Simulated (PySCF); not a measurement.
# C3H8B: the cost of one run

Program: PySCF 2.14.0. Level of theory: levels as typed in each script, gas phase, geometry from GFN2-xTB. These are calculated values, not measurements.

### Step 1. The system as given

SMILES `B[C](C)C`, 12 atoms, charge 0, spin multiplicity 2.

Bond lengths: B1–C2 1.512 Å, B1–H5 1.172 Å, B1–H6 1.173 Å, C2–C3 1.489 Å, C2–C4 1.489 Å, C3–H7 1.092 Å, C3–H8 1.095 Å, C3–H9 1.087 Å, C4–H10 1.087 Å, C4–H11 1.095 Å, C4–H12 1.092 Å. Angles: C2–B1–H5 120.2°, C2–B1–H6 120.1°, H5–B1–H6 119.7°, B1–C2–C3 122.8°, B1–C2–C4 122.8°, C3–C2–C4 114.4°, C2–C3–H7 111.6°, C2–C3–H8 109.6°, C2–C3–H9 111.5°, H7–C3–H8 106.7°, H7–C3–H9 109.6°, H8–C3–H9 107.7°, C2–C4–H10 111.5°, C2–C4–H11 109.6°, C2–C4–H12 111.6°, H10–C4–H11 107.7°, H10–C4–H12 109.6°, H11–C4–H12 106.7°.

Geometry (Å):

```
B    -0.0192    1.6436    0.0000
C    -0.0015    0.1313    0.0000
C     1.2587   -0.6614    0.0067
C    -1.2431   -0.6898   -0.0067
H    -1.0392    2.2207    0.0155
H     0.9889    2.2437   -0.0155
H     1.1791   -1.5370    0.6537
H     1.4635   -1.0337   -1.0021
H     2.1082   -0.0571    0.3137
H    -2.1061   -0.1050   -0.3137
H    -1.4394   -1.0666    1.0021
H    -1.1436   -1.5633   -0.6538
```

### Step 2. Response to an electric field (wB97X/6-311+g**)

Input file input.py:

```python
import numpy as np
from pyscf import gto, scf, dft
from pyscf.scf import atom_ks, atom_hf
from scipy.linalg import block_diag

def solve(mol, dm0=None, hcore=None):
    mf = (dft.UKS if mol.spin else dft.RKS)(mol, xc='wb97x')
    mf.grids.level = 3
    mf = mf.density_fit(auxbasis='def2-universal-jkfit')
    mf.conv_tol, mf.max_cycle = 1e-8, 80
    if hcore is not None:
        mf.get_hcore = lambda *args: hcore
    mf.kernel(dm0)
    if not mf.converged:
        mf = mf.newton().run(mf.mo_coeff, mf.mo_occ, max_cycle=30)
    assert mf.converged, 'SCF not converged'
    return mf

mol = gto.M(atom='''
B     -0.01925     1.64362    -0.00001
C     -0.00146     0.13129     0.00001
C      1.25873    -0.66143     0.00666
C     -1.24312    -0.68982    -0.00666
H     -1.03923     2.22069     0.01550
H      0.98886     2.24370    -0.01549
H      1.17910    -1.53698     0.65374
H      1.46347    -1.03369    -1.00213
H      2.10818    -0.05715     0.31369
H     -2.10605    -0.10496    -0.31369
H     -1.43936    -1.06664     1.00212
H     -1.14364    -1.56333    -0.65375
''', basis='6-311+g**', charge=0, spin=1, verbose=4)
field = np.array([-0.0, -0.005, -0.0])  # atomic units
mol.set_common_orig(mol.atom_charges() @ mol.atom_coords() / mol.atom_charges().sum())
mf = solve(mol)
out = dict(dm0=mf.make_rdm1(), d0=mf.dip_moment(unit='AU'), e0=mf.e_tot)
for name, sign in (('p', 1), ('m', -1)):
    h = mf.get_hcore() + sign * np.einsum('x,xij->ij', field, mol.intor('int1e_r'))
    mi = solve(mol, mf.make_rdm1(), h)
    out.update({'dm' + name: mi.make_rdm1(), 'd' + name: mi.dip_moment(unit='AU'), 'e' + name: mi.e_tot})
# spherically averaged free atoms, for the promolecule
atm = atom_ks.get_atm_nrks(mol, xc='wb97x')
pro = block_diag(*[(atm[a[0]][2] * atm[a[0]][3]) @ atm[a[0]][2].T for a in mol._atom])
np.savez('result.npz', pro=pro, **out)
```

On the command line:

```bash
$ OMP_NUM_THREADS=1 python input.py
```

Q: Estimate wall time and peak memory on 1 thread of Arm Neoverse V1, shared host.

About 85 s, with a peak of 0.67 GiB.
